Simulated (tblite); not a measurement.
# C6H8F4: the cost of one run

Computed with tblite 0.8.0 and PySCF 2.14.0, with density-fitted response routines of our own, on a single molecule in the gas phase. Atoms count from 0, in the outputs and in this text.

## 1. The starting structure

18 atoms, charge 0, multiplicity 1; geometry from: force field or distance geometry start.

Bonds of the start (Å): C0–C1 1.51, C1–C2 1.33, C2–C3 1.52, C3–F4 1.35, C2–C5 1.53, C5–C6 1.52, C6–F7 1.35, C6–F8 1.36, C6–F9 1.35, C0–H10 1.09, C0–H11 1.08, C0–H12 1.09, C1–H13 1.09, C3–H14 1.09, C3–H15 1.11, C5–H16 1.09, C5–H17 1.10.

## 2. Geometry optimisation with GFN2-xTB

What the job is given:

```
{"job": {"kind": "relax", "xc": "GFN2-xTB", "basis": "xTB"}, "charge": 0, "multiplicity": 1}
C      2.316200    -0.726400     0.102100
C      1.422200     0.490600     0.122900
C      0.118500     0.560400    -0.143700
C     -0.624300     1.887900    -0.048600
F     -1.350000     2.100900    -1.162200
C     -0.754500    -0.598300    -0.625600
C     -1.769600    -1.090000     0.388000
F     -2.459800    -2.135200    -0.105800
F     -1.169200    -1.517600     1.530600
F     -2.667800    -0.137400     0.727400
H      2.861900    -0.792100     1.041500
H      3.026000    -0.641000    -0.712800
H      1.754800    -1.659300    -0.003900
H      1.953100     1.393700     0.434100
H      0.056000     2.735700     0.083200
H     -1.315200     1.877100     0.821400
H     -1.276200    -0.291200    -1.532500
H     -0.130800    -1.451600    -0.927800
```

Launch:

```sh
$ OMP_NUM_THREADS=1 python probes_run.py task.json out
```

The driver reads the jobs from task.json and runs them one after another.

Q: Estimate the wall time and peak memory of this first job on 1 thread of Arm Neoverse N1, shared host.

About 1 s, with a peak of 0.18 GiB.
